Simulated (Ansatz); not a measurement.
# HfB2: the cost of one run

Computed with Ansatz 0.2.0 (DFT PBEsol, scalar-relativistic, unless a step's input says otherwise).

## Step 1: The starting structure

It takes space group P6/mmm (No. 191, hexagonal). Conventional cell: a = 3.140 Å, b = 3.140 Å, c = 3.480 Å, α = 90.00°, β = 90.00°, γ = 120.00°. Hf (site symmetry 6/mmm) has 12 B at 2.51 Å as nearest neighbours. B (site symmetry -6m2) has 3 B at 1.81 Å and 6 Hf at 2.51 Å as nearest neighbours.

Structure file:

```xyz
3
Lattice="3.1400 0.0000 0.0000 -1.5700 2.7193 0.0000 0.0000 0.0000 3.4800" Properties=species:S:1:pos:R:3 pbc="T T T"
Hf    0.0000    0.0000    0.0000
B     0.0000    1.8129    1.7400
B     1.5700    0.9064    1.7400
```

Atoms are numbered in the order of the input: Hf1, B2, B3.

## Step 2: After the deformation

Space group P6/mmm before, P-1 after.

## Step 3: Full-potential LAPW

File input.yaml:

```yaml
crystal:
  lattice:
    - [3.1400001005, 0.031400001, 0.031400001]
    - [-1.5428068518, 2.7036198544, 0.011493198]
    - [0.0348, 0.0348, 3.48]
  atoms:
    - { symbol: Hf, position: [0.0, 0.0, 0.0] }
    - { symbol: B, position: [0.3333333333, 0.6666666667, 0.5] }
    - { symbol: B, position: [0.6666666667, 0.3333333333, 0.5] }
kpoints:
  mp_grid: { grid: [13, 13, 11] }
  band_path:
    path:
      - [0.0, 0.0, 0.0]
      - [0.0, -0.5, 0.0]
      - [0.0, 0.0, 0.5]
      - [0.0, 0.0, 0.0]
      - [-0.5, 0.0, 0.0]
      - [-0.5, 0.5, -0.5]
      - [0.0, 0.0, 0.0]
      - [-0.5, 0.0, -0.5]
      - [-0.5, 0.5, 0.0]
    npoints: 5
scf:
  occupations: { method: fermi_dirac, width: 0.05 }
hamiltonian:
  xc: pbesol
  pseudopotentials: { kind: all_electron, lapw: { basis_error: 0.0005 } }
output:
  forces: true
  stress: true
  eigenvalues: true
```

Run with:

```sh
$ ansatz run input.yaml --threads 1 --pin off --max-ram 6144MiB --backend cpu --events-out ev --progress --plain --runs-dir out
```

Q: Estimate wall time and peak memory on 1 thread of Intel Xeon 6975P-C (Granite Rapids), shared host.

About 2.1 min, with a peak of 2.7 GiB.
